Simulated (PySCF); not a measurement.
# C₄H₃BF₂O: spin-spin couplings

Aim: predict the spin-spin couplings of C₄H₃BF₂O (`C=C1OC(BF)=C1F`).

Programs: PySCF 2.14.0, with density-fitted response routines of our own. Each step states its level of theory. These are calculated values for one molecule in the gas phase, unless marked as measured. Atoms count from 0, in the outputs and in this text.

**1. The molecule as given**

11 atoms, charge 0, multiplicity 1; geometry from: GFN2-xTB.

Bonds of the start (Å): C0–C1 1.32, C1–O2 1.40, O2–C3 1.43, C3–B4 1.53, B4–F5 1.32, C3–C6 1.36, C6–F7 1.32, C6–C1 1.46, C0–H8 1.08, C0–H9 1.07, B4–H10 1.17.

**2. Indirect couplings: B3LYP/pcJ-1**

The job: settings as JSON, then the geometry in Å.

```
{"job": {"kind": "j", "xc": "B3LYP", "basis": "pcJ-1"}, "charge": 0, "multiplicity": 1}
C      2.371881     0.108945    -0.354841
C      1.064726     0.047803    -0.181190
O      0.028585     0.234995    -1.103920
C     -0.914024    -0.004009    -0.058301
B     -2.441416     0.012892    -0.188331
F     -3.157461    -0.224990     0.889765
C      0.072248    -0.194909     0.861623
F      0.150032    -0.475161     2.152830
H      2.791107     0.330127    -1.320099
H      3.039686    -0.061066     0.470205
H     -2.999939     0.228045    -1.193704
```

With the program's defaults for keys left out, this is: B3LYP/pcJ-1 indirect spin-spin coupling, non-relativistic, gas phase.

Launch:

```sh
> OMP_NUM_THREADS=1 python probes_run.py task.json out
```

One launch serves the whole session: the jobs run in the order shown.

The program printed:

```text
coarse grid: 10552 points
cycle   1  E = -453.7594562860  dE =  1.343e+00  |g| = 8.374e-01  |ddm| = 3.145e+00
cycle   2  E = -453.4323528155  dE =  3.271e-01  |g| = 1.578e+00  |ddm| = 1.529e+00
cycle   3  E = -453.8691105170  dE = -4.368e-01  |g| = 1.962e-01  |ddm| = 1.113e+00
cycle   4  E = -453.8747331335  dE = -5.623e-03  |g| = 1.148e-01  |ddm| = 2.351e-01
cycle   5  E = -453.8769110266  dE = -2.178e-03  |g| = 3.389e-02  |ddm| = 1.005e-01
cycle   6  E = -453.8771700750  dE = -2.590e-04  |g| = 1.204e-02  |ddm| = 3.392e-02
cycle   7  E = -453.8772023378  dE = -3.226e-05  |g| = 3.176e-03  |ddm| = 9.897e-03
cycle   8  E = -453.8772046028  dE = -2.265e-06  |g| = 5.895e-04  |ddm| = 2.440e-03
final grid: 106576 points
cycle   9  E = -453.9509969395  dE = -2.036e-04  |g| = 6.967e-03  |ddm| = 2.176e-02
cycle  10  E = -453.9509869826  dE =  9.957e-06  |g| = 1.001e-02  |ddm| = 9.583e-03
cycle  11  E = -453.9510044907  dE = -1.751e-05  |g| = 1.492e-03  |ddm| = 6.337e-03
cycle  12  E = -453.9510047230  dE = -2.323e-07  |g| = 9.129e-04  |ddm| = 1.573e-03
cycle  13  E = -453.9510048840  dE = -1.610e-07  |g| = 3.018e-04  |ddm| = 8.559e-04
cycle  14  E = -453.9510049032  dE = -1.925e-08  |g| = 3.784e-05  |ddm| = 2.602e-04
cycle  15  E = -453.9510049035  dE = -3.089e-10  |g| = 2.128e-05  |ddm| = 4.738e-05
converged SCF energy = -453.9510049035

Indirect spin-spin couplings (Hz)
  i      j    bonds     total        FC       PSO       DSO        SD
  0 C    1 C    1     93.362   101.926    -8.799     0.235         -
  0 C    2 O    2     -4.391    -5.529     1.106     0.032         -
  0 C    3 C    3      5.676     5.112     0.682    -0.118         -
  0 C    4 B    4      1.574     1.632    -0.198    -0.086     0.226
  0 C    5 F    5      2.300     0.984    -1.285    -0.226     2.827
  0 C    6 C    2      2.958     2.051     0.942    -0.035         -
  0 C    7 F    3     -1.186    -2.690     3.225    -0.174    -1.548
  0 C    8 H    1    171.067   170.147     0.307     0.613         -
  0 C    9 H    1    174.817   173.885     0.320     0.612         -
  0 C   10 H    5     -0.251    -0.184     0.168    -0.235         -
  1 C    2 O    1     23.875    22.083     1.936    -0.144         -
  1 C    3 C    2     -6.585    -6.690     0.044     0.061         -
  1 C    4 B    3      5.618     5.619     0.197    -0.085    -0.113
  1 C    5 F    4     -3.809    -1.539    -0.316    -0.243    -1.711
  1 C    6 C    1     60.380    62.175    -2.163     0.368         -
  1 C    7 F    2     13.839    15.067    -4.727    -0.134     3.633
  1 C    8 H    2     -6.669    -5.015    -1.339    -0.316         -
  1 C    9 H    2      4.121     5.768    -1.367    -0.280         -
  1 C   10 H    4      0.471     0.448     0.306    -0.283         -
  2 O    3 C    1     23.979    24.904    -0.789    -0.136         -
  2 O    4 B    2    -10.473   -10.687     0.095    -0.010     0.129
  2 O    5 F    3      0.944    -2.348     2.221     0.146     0.925
  2 O    6 C    2     -9.280    -7.039    -2.218    -0.023         -
  2 O    7 F    3     33.968    14.177    24.663     0.264    -5.135
  2 O    8 H    3     -2.598    -2.794     0.194     0.001         -
  2 O    9 H    3     -7.524    -7.857     0.049     0.285         -
  2 O   10 H    3      0.087     0.186    -0.058    -0.041         -
  3 C    4 B    1     96.700    98.519    -2.104     0.375    -0.090
  3 C    5 F    2     27.703    35.270    -3.438     0.101    -4.229
  3 C    6 C    1     71.244    79.819    -8.927     0.352         -
  3 C    7 F    2     -3.235    10.679   -30.167    -0.231    16.486
  3 C    8 H    4     -1.319    -1.496     0.582    -0.405         -
  3 C    9 H    4     -1.245    -1.359     0.508    -0.395         -
  3 C   10 H    2     17.211    17.512    -0.349     0.048         -
  4 B    5 F    1   -155.295   -85.934   -66.842     0.485    -3.004
  4 B    6 C    2      4.166     1.356     1.344    -0.002     1.468
  4 B    7 F    3      3.747    -2.274     2.226    -0.169     3.963
  4 B    9 H    5      0.328     0.406     0.245    -0.307    -0.017
  4 B   10 H    1    163.730   163.455    -1.475     1.085     0.665
  5 F    6 C    3     15.755     2.079     3.212     0.032    10.432
  5 F    7 F    4     56.226     3.990    19.209     0.027    33.000
  5 F    8 H    6     -0.928    -0.467     0.379    -0.817    -0.023
  5 F    9 H    6     -0.543     0.031     0.272    -0.718    -0.128
  5 F   10 H    2     60.296    66.770    -6.097    -1.479     1.102
  6 C    7 F    1   -443.203  -403.116   -25.309     0.914   -15.692
  6 C    8 H    3     12.553    12.462     0.492    -0.402         -
  6 C    9 H    3      6.546     6.451     0.085     0.009         -
  6 C   10 H    3      4.032     3.725     0.589    -0.282         -
  7 F    8 H    4      1.646     1.207     1.786    -1.392     0.045
  7 F    9 H    4      1.453     0.853     0.315     0.085     0.201
  7 F   10 H    4     -1.416    -1.516     1.547    -1.136    -0.311
  8 H    9 H    2     -5.469    -5.727     3.943    -3.685         -
  8 H   10 H    6      0.367     0.435     0.550    -0.618         -
  9 H   10 H    6      0.183     0.266     0.856    -0.938         -
```

It took 90 s on 1 thread of Arm Neoverse N1, shared host; peak memory 0.89 GiB.

A choice of the couplings up to four bonds, sorted by the number of bonds; isotopes 11B, 13C, 19F, 1H, 17O:

| pair | bonds | J (Hz) | Fermi contact (Hz) | dihedral (°) |
| --- | --- | --- | --- | --- |
| C6–F7 | 1 | -443.2 | -403.1 | – |
| C0–H9 | 1 | 174.8 | 173.9 | – |
| C0–H8 | 1 | 171.1 | 170.1 | – |
| B4–H10 | 1 | 163.7 | 163.5 | – |
| B4–F5 | 1 | -155.3 | -85.9 | – |
| C3–B4 | 1 | 96.7 | 98.5 | – |
| C0–C1 | 1 | 93.4 | 101.9 | – |
| C3–C6 | 1 | 71.2 | 79.8 | – |
| C1–C6 | 1 | 60.4 | 62.2 | – |
| F5–H10 | 2 | 60.3 | 66.8 | – |
| C3–F5 | 2 | 27.7 | 35.3 | – |
| C3–H10 | 2 | 17.2 | 17.5 | – |
| C1–F7 | 2 | 13.8 | 15.1 | – |
| O2–B4 | 2 | -10.5 | -10.7 | – |
| O2–C6 | 2 | -9.3 | -7.0 | – |
| C1–H8 | 2 | -6.7 | -5.0 | – |
| C1–C3 | 2 | -6.6 | -6.7 | – |
| H8–H9 | 2 | -5.5 | -5.7 | – |
| O2–F7 | 3 | 34.0 | 14.2 | – |
| F5–C6 | 3 | 15.8 | 2.1 | 0 |
| C6–H8 | 3 | 12.6 | 12.5 | -180 |
| O2–H9 | 3 | -7.5 | -7.9 | 180 |
| C6–H9 | 3 | 6.5 | 6.5 | 0 |
| C0–C3 | 3 | 5.7 | 5.1 | – |
| C1–B4 | 3 | 5.6 | 5.6 | – |
| C6–H10 | 3 | 4.0 | 3.7 | 180 |
| B4–F7 | 3 | 3.7 | -2.3 | 0 |
| F5–F7 | 4 | 56.2 | 4.0 | – |
| C1–F5 | 4 | -3.8 | -1.5 | – |
| F7–H8 | 4 | 1.6 | 1.2 | – |
| C0–B4 | 4 | 1.6 | 1.6 | – |
| F7–H9 | 4 | 1.5 | 0.9 | – |
| F7–H10 | 4 | -1.4 | -1.5 | – |
| C3–H8 | 4 | -1.3 | -1.5 | – |
| C3–H9 | 4 | -1.2 | -1.4 | – |

The spin-dipole term was solved for some atoms only; pairs without it lack that part.

The response was solved for the nuclei of B, C, F, H alone, so couplings that need other nuclei can be missing.

Quadrupole couplings from the field gradients of the same density:

| atom | isotope | eQq/h (MHz) | η |
| --- | --- | --- | --- |
| O2 | 17O | 11.5 | 0.73 |
| B4 | 11B | 3.964 | 0.62 |

**3. Results**

| quantity | value |
| --- | --- |
| largest coupling of the table (B3LYP/pcJ-1) | ¹J(C,F) C6–F7, -443.2 Hz |

Of the pairs tabulated at B3LYP/pcJ-1, C6–F7 couples most strongly (-443.2 Hz; Fermi contact -403.1 Hz). Couplings across rotatable bonds belong to this one conformer; where others are populated, the observed values are averages. Density functionals describe couplings to fluorine poorly, F–F couplings above all, so those rows are rough.
